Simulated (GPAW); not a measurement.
AgRh:

```xyz
2
Lattice="2.7776 0.0000 0.0000 -1.3888 2.4055 0.0000 0.0000 0.0000 4.8086" Properties=species:S:1:pos:R:3 pbc="T T T"
Ag    0.0000    0.0000    2.4043
Rh    1.3888    0.8018    0.0000
```

The cell comes from a database or a generator and needn't be the stable form of this composition.

| Item | Value |
| --- | --- |
| Program | GPAW 26.7.0 |
| Task | relaxation of cell and atoms |
| Functional | PBEsol |
| Potentials or basis | PAW data sets generated in the run's folder for this functional |
| Cutoff | 600 eV |
| Basis | pw |
| k mesh | 8 × 8 × 4 |
| Occupations | fermi-dirac, width 0.05 eV |
| Spin | no spin polarisation |

At the start: pressure -9.6 GPa; volume 16.06 Å³/atom.

Question: How do energy, volume and symmetry change on relaxing?

Answer: Over 7 steps the energy falls by 32.0 meV/atom and the volume is 15.11 Å³/atom (-6.0 %); space group P-6m2 (No. 187, to 0.05 Å).

Step by step:
```tsv
step	energy change (eV)	largest force (eV/Å)	pressure (GPa)	volume (Å³)
1	0.0000	0.0000	-9.62	32.13
2	-0.0341	0.0000	-6.73	31.47
3	-0.0623	0.0000	0.93	30.07
4	-0.0629	0.0000	0.03	30.21
5	-0.0633	0.0000	-0.20	30.25
6	-0.0639	0.0000	-0.29	30.25
7	-0.0640	0.0000	-0.10	30.21
```

Final structure:
```yaml
crystal:
  lattice:
    - [2.73418, 0.00000, 0.00000]
    - [-1.36709, 2.36787, 0.00000]
    - [0.00000, 0.00000, 4.66668]
  atoms:
    - { symbol: Ag, position: [0.00000, 0.00000, 0.50000] }
    - { symbol: Rh, position: [0.66667, 0.33333, 0.00000] }
```

Caveat: later steps reuse the first step's grids.
